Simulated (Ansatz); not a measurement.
Here is an Ansatz input file for Cs₂NaPbF₆, space group Fm-3m. Write the same calculation for the Python package.

```yaml
crystal:
  lattice:
    - [0.0, 4.656136, 4.656136]
    - [4.656136, 0.0, 4.656136]
    - [4.656136, 4.656136, 0.0]
  atoms:
    - { symbol: Cs, position: [0.25, 0.25, 0.25] }
    - { symbol: Cs, position: [0.75, 0.75, 0.75] }
    - { symbol: Na, position: [0.5, 0.5, 0.5] }
    - { symbol: Pb, position: [0.0, 0.0, 0.0] }
    - { symbol: F, position: [0.245148, 0.754852, 0.754852] }
    - { symbol: F, position: [0.245148, 0.754852, 0.245148] }
    - { symbol: F, position: [0.754852, 0.245148, 0.754852] }
    - { symbol: F, position: [0.754852, 0.754852, 0.245148] }
    - { symbol: F, position: [0.245148, 0.245148, 0.754852] }
    - { symbol: F, position: [0.754852, 0.245148, 0.245148] }
kpoints:
  mp_grid: { kspacing: 0.3 }
hamiltonian:
  xc: pbesol
scf:
  occupations: { method: fermi_dirac, width: 0.05 }
basis:
  ecutwfc: "38 Ry"
output:
  forces: true
```

Launched from the shell:
```console
$ ansatz run input.yaml --threads 1 --pin off --max-ram 3072MiB --backend cpu --events-out ev --progress --plain --runs-dir out
Engine: ansatz 0.2.0, aarch64-unknown-linux-gnu
Pseudopotentials: kind: paw
Pseudopotential: Cs, paw, valence charge 9, recommended cutoff 420 eV (normal), Cs.paw.azcp
Pseudopotential: Na, paw, valence charge 9, recommended cutoff 420 eV (normal), Na.paw.azcp
Pseudopotential: Pb, paw, valence charge 14, recommended cutoff 420 eV (normal), Pb.paw.azcp
Pseudopotential: F, paw, valence charge 7, recommended cutoff 420 eV (normal), F.paw.azcp
Functional definition: PBEsol
  exchange = pbesol_x
  correlation = pbesol_c
Crystal: 10 atoms, lattice volume = 201.886 Å³
Basis set: ecut = 517.016338673772 eV, 5329 PW (Γ), exchange–correlation on 100×100×100 points (8 copies of the dense FFT grid, shifted against one another)
Bands: 52, of which v1, the nominal top of the filled ones, is band 42 counted from 1 (41 counted from 0)
Symmetry: 48 space group operations
Space group: Fm-3m (ITA 225), of the structure as read, at distance tolerance 5.9e-5 Å
k-points: 8 of 64
Non-local potential: Cs, projectors of the file, l = 0: 3, l = 1: 2, l = 2: 2, l = 3: 2
Non-local potential: Na, projectors of the file, l = 0: 3, l = 1: 2, l = 2: 1
Non-local potential: Pb, projectors of the file, l = 0: 2, l = 1: 2, l = 2: 2, l = 3: 2
Non-local potential: F, projectors of the file, l = 0: 2, l = 1: 2, l = 2: 1
PAW form: soft (Blöchl's): semilocal exchange-correlation on the pseudo side does not see the compensation charge
PAW frozen core: Cs, regenerated for the run's functional, and the local potential with it (the file was generated under x = pbe(κ = 0.804, μ = 0.2195149727645171), c = pbe(β = 0.06672455060314922))
PAW frozen core: Na, regenerated for the run's functional, and the local potential with it (the file was generated under x = pbe(κ = 0.804, μ = 0.2195149727645171), c = pbe(β = 0.06672455060314922))
PAW frozen core: Pb, regenerated for the run's functional, and the local potential with it (the file was generated under x = pbe(κ = 0.804, μ = 0.2195149727645171), c = pbe(β = 0.06672455060314922))
PAW frozen core: F, regenerated for the run's functional, and the local potential with it (the file was generated under x = pbe(κ = 0.804, μ = 0.2195149727645171), c = pbe(β = 0.06672455060314922))
PAW one-centre angular grid: Cs, 194 points (default); XC on 64 Gauss nodes
PAW one-centre angular grid: Na, 110 points (default); XC on 64 Gauss nodes
PAW one-centre angular grid: Pb, 590 points (default); XC on 64 Gauss nodes
PAW one-centre angular grid: F, 110 points (default); XC on 64 Gauss nodes
Initial density: superposition of atomic densities (neutral atoms: chi_scale 0, normalization atom), corrected by the library's trained network
Initial wavefunctions: pseudopotential atomic-orbital guess
Functional: x = pbesol(κ = 0.804, μ = 0.12345679012345678), c = pbesol(β = 0.046)
SCF iter   1: F=—  HF=-29213.350031 eV  |F-HF|=—  |Δ(HF+E_count)|=         —  Δρ=1.13e-2  dr2=1.84e-1  ethr=1.77e-3  ⟨swp⟩=10.5  Hψ=2047  notcnv=0  defer=2
preconditioner: auto → LDOS  [metal: Δε(μ)=0.023 eV  Ē_g=16.570 eV  σ=0.050 eV  W_gap=0.11  n_scr=58 (ndim 8)  ℏωp=23.5 eV  f_vac=0.068  D(μ)=6.33/eV (n_scr^D=58)  β→1.0]
SCF iter   2: F=—  HF=-29213.312937 eV  |F-HF|=—  |Δ(HF+E_count)|=   3.71e-2  Δρ=7.22e-3  dr2=4.75e-2  ethr=2.22e-4  ⟨swp⟩=3.4  Hψ=894  notcnv=0  defer=35
SCF iter   3: F=—  HF=-29213.306704 eV  |F-HF|=—  |Δ(HF+E_count)|=   6.23e-3  Δρ=3.67e-3  dr2=2.38e-2  ethr=5.72e-5  ⟨swp⟩=2.5  Hψ=758  notcnv=0  defer=35
SCF iter   4: F=—  HF=-29213.305054 eV  |F-HF|=—  |Δ(HF+E_count)|=   1.65e-3  Δρ=2.38e-3  dr2=1.27e-2  ethr=2.87e-5  ⟨swp⟩=1.0  Hψ=381  notcnv=0  defer=35
SCF iter   5: F=—  HF=-29213.301543 eV  |F-HF|=—  |Δ(HF+E_count)|=   3.51e-3  Δρ=1.16e-3  dr2=2.03e-3  ethr=1.53e-5  ⟨swp⟩=2.1  Hψ=647  notcnv=0  defer=35
SCF iter   6: F=—  HF=-29213.301141 eV  |F-HF|=—  |Δ(HF+E_count)|=   4.03e-4  Δρ=2.84e-4  dr2=3.01e-4  ethr=2.45e-6  ⟨swp⟩=2.1  Hψ=719  notcnv=0  defer=35
SCF iter   7: F=—  HF=-29213.301075 eV  |F-HF|=—  |Δ(HF+E_count)|=   6.61e-5  Δρ=7.19e-5  dr2=9.26e-6  ethr=3.63e-7  ⟨swp⟩=2.0  Hψ=621  notcnv=0  defer=35
SCF iter   8: F=—  HF=-29213.301013 eV  |F-HF|=—  |Δ(HF+E_count)|=   6.20e-5  Δρ=2.23e-5  dr2=5.45e-7  ethr=1.12e-8  ⟨swp⟩=2.0  Hψ=717  notcnv=0  defer=35
SCF iter   9: F=-29213.301013 eV  HF=-29213.301013 eV  |F-HF|=1.34e-8  |Δ(HF+E_count)|=   4.23e-7  Δρ=6.73e-6  dr2=4.39e-8  ethr=2.43e-10  ⟨swp⟩=4.2  Hψ=1469  notcnv=0
SCF 1 converged in 9 iterations: F = -29213.301013 eV  dr2 = 4.39e-8
  greatest PAW one-centre occupation: 0.999 electrons in one spin orbital (limit 2), on the Na atom at site 2 (counted from 0), in its partial waves of l = 0
SCF converged after 9 iterations
Free energy (F): -29213.301013 eV
Harris-Foulkes:  -29213.301013 eV  (|F-HF|=1.34e-8)
Internal energy: -29213.253710 eV  (E = F + TS)
E sigma→0 (E₀):  -29213.277362 eV
Entropy (-TS):   -0.047303 eV (-4.730 meV/atom)
Fermi energy:    4.002044 eV
--- Per-component energies (eV) ---
  E_band       = -584.217558
  E_kinetic    = 1924.868670
  E_local      = -7099.181606  (includes V_loc(G=0)·N_el)
  E_nonlocal   = 976.468559
  E_hartree    = 2735.338446
  E_xc         = -1073.206573
  E_vxc        = -1041.309607  (∫ρ·V_xc dr)
  E_paw        = -21639.914882  (= ΣΔE_a)
  E_vpaw       = -815.743199  (= ΣTr[D̂ρ^β])
  E_aug_tail   = 0.004489  (compensation charges beyond the density's cutoff)
  E_ewald      = -5038.290600
  E_core_change = 0.659786  (= ΣΔE_core)
  E_smearing   = -0.047303  (= −TS)
  E_closure    = 0.000000  (closes the sum)
  Σ components = -29213.301013   (vs F -29213.301013, Δ=0.00e0)
--- Forces (eV/Å), atoms counted from 1 ---
  atom   1  Cs     0.00000000     0.00000000     0.00000000
  atom   2  Cs    -0.00000000    -0.00000000     0.00000000
  atom   3  Na     0.00000000    -0.00000000     0.00000000
  atom   4  Pb    -0.00000000     0.00000000     0.00000000
  atom   5  F      0.22842288     0.00000000    -0.00000000
  atom   6  F      0.00000000    -0.22842288     0.00000000
  atom   7  F     -0.00000000     0.22842288    -0.00000000
  atom   8  F     -0.00000000    -0.00000000     0.22842288
  atom   9  F      0.00000000    -0.00000000    -0.22842288
  atom  10  F     -0.22842288    -0.00000000     0.00000000
  max |Σ_I F_I| component: 8.33e-17 eV/Å
```

Run as a notebook:

In [1]:
```python
import ansatz as az
import numpy as np
```

In [2]:
```python
deck = {
    "crystal": {
        "lattice": [
            [0.0, 4.656136, 4.656136],
            [4.656136, 0.0, 4.656136],
            [4.656136, 4.656136, 0.0],
        ],
        "atoms": [
            {"symbol": "Cs", "position": [0.25, 0.25, 0.25]},
            {"symbol": "Cs", "position": [0.75, 0.75, 0.75]},
            {"symbol": "Na", "position": [0.5, 0.5, 0.5]},
            {"symbol": "Pb", "position": [0.0, 0.0, 0.0]},
            {"symbol": "F", "position": [0.245148, 0.754852, 0.754852]},
            {"symbol": "F", "position": [0.245148, 0.754852, 0.245148]},
            {"symbol": "F", "position": [0.754852, 0.245148, 0.754852]},
            {"symbol": "F", "position": [0.754852, 0.754852, 0.245148]},
            {"symbol": "F", "position": [0.245148, 0.245148, 0.754852]},
            {"symbol": "F", "position": [0.754852, 0.245148, 0.245148]},
        ],
    },
    "kpoints": {"mp_grid": {"kspacing": 0.3}},
    "hamiltonian": {"xc": "pbesol"},
    "scf": {"occupations": {"method": "fermi_dirac", "width": 0.05}},
    "basis": {"ecutwfc": "38 Ry"},
    "output": {"forces": True},
}

planned = az.Session.from_dict(deck).plan(threads=1, pin="off")
result = planned.execute()
data = result.report
```

In [3]:
```python
data["free_energy_ev"]
```
Out [3]:
```text
-29213.301013039087
```

In [4]:
```python
n_atoms = len(data["lattice"]["sites"])
print("F =", round(data["free_energy_ev"], 4), "eV for", n_atoms, "atoms")
print("E(sigma -> 0) =", round(data["energy_sigma0_ev"], 4), "eV, TS =", round(data["entropy_ts_ev"], 5), "eV")
print("closed by", data["closed_by"], "after", data["n_iterations"], "iterations")
```
```text
F = -29213.301 eV for 10 atoms
E(sigma -> 0) = -29213.2774 eV, TS = 0.0473 eV
closed by deck_thresholds after 9 iterations
```

In [5]:
```python
# forces in eV per angstrom
forces = np.array(data["forces_ev_ang"])
norms = np.linalg.norm(forces, axis=1)
print("largest force {:.4f} eV/A on atom {}".format(norms.max(), norms.argmax()))
print(np.array2string(forces, precision=4, suppress_small=True))
```
```text
largest force 0.2284 eV/A on atom 6
[[ 0.      0.     -0.    ]
 [ 0.      0.      0.    ]
 [ 0.      0.      0.    ]
 [-0.      0.      0.    ]
 [ 0.2284 -0.      0.    ]
 [ 0.     -0.2284 -0.    ]
 [-0.      0.2284 -0.    ]
 [ 0.      0.      0.2284]
 [-0.      0.     -0.2284]
 [-0.2284 -0.      0.    ]]
```

In [6]:
```python
print("energy terms (eV)")
for term, value in data["components"].items():
    if abs(value) > 1e-9:
        print(f"  {term:26s} {value:16.5f}")
```
```text
energy terms (eV)
  e_band                           -584.21756
  e_kinetic                        1924.86867
  e_local                         -7099.18161
  e_nonlocal                        976.46856
  e_hartree                        2735.33845
  e_xc                            -1073.20657
  e_vxc                           -1041.30961
  e_paw                          -21639.91488
  e_vpaw                           -815.74320
  e_augmentation_tail                 0.00449
  e_ewald                         -5038.29060
  e_core_change                       0.65979
  e_smearing                         -0.04730
```

In [7]:
```python
used = data["setup"]
print("cutoffs (eV):", used["ecut_ev"], used["ecutrho_ev"], " FFT grid:", used["fft_dense"])
print("cell volume {:.3f} A^3, {} symmetry operations".format(used["cell_volume_ang3"], used["n_sym_ops"]))
```
```text
cutoffs (eV): 517.016338673772 2068.065354695088  FFT grid: [50, 50, 50]
cell volume 201.886 A^3, 48 symmetry operations
```

Reading the output:
- Total energies depend on the potentials; only differences at equal settings carry meaning. A total without «per atom» is that of the cell as typed.
- The cell holds an odd number of electrons and is run without spin, so a magnetic state may lie lower.
- The energy terms are those on the plane-wave grid, with the one-centre PAW part apart; e_band, e_vxc and e_vpaw aren't summands of the total.
- For a metal this k-point mesh is coarse: on a finer one energies can move by several to tens of meV an atom and pressures by half a GPa or more, differences at one mesh by less.
- The structure comes from a database of computed cells and needn't be a stable or known phase.
- Levels are Kohn-Sham eigenvalues on this mesh, without spin-orbit coupling.
- Finished in 7.9 s on 1 thread of Arm Neoverse V2, with other jobs on the host, peak memory 0.6 GiB.

(Lines on the test bed's own set-up are left out of the output.)
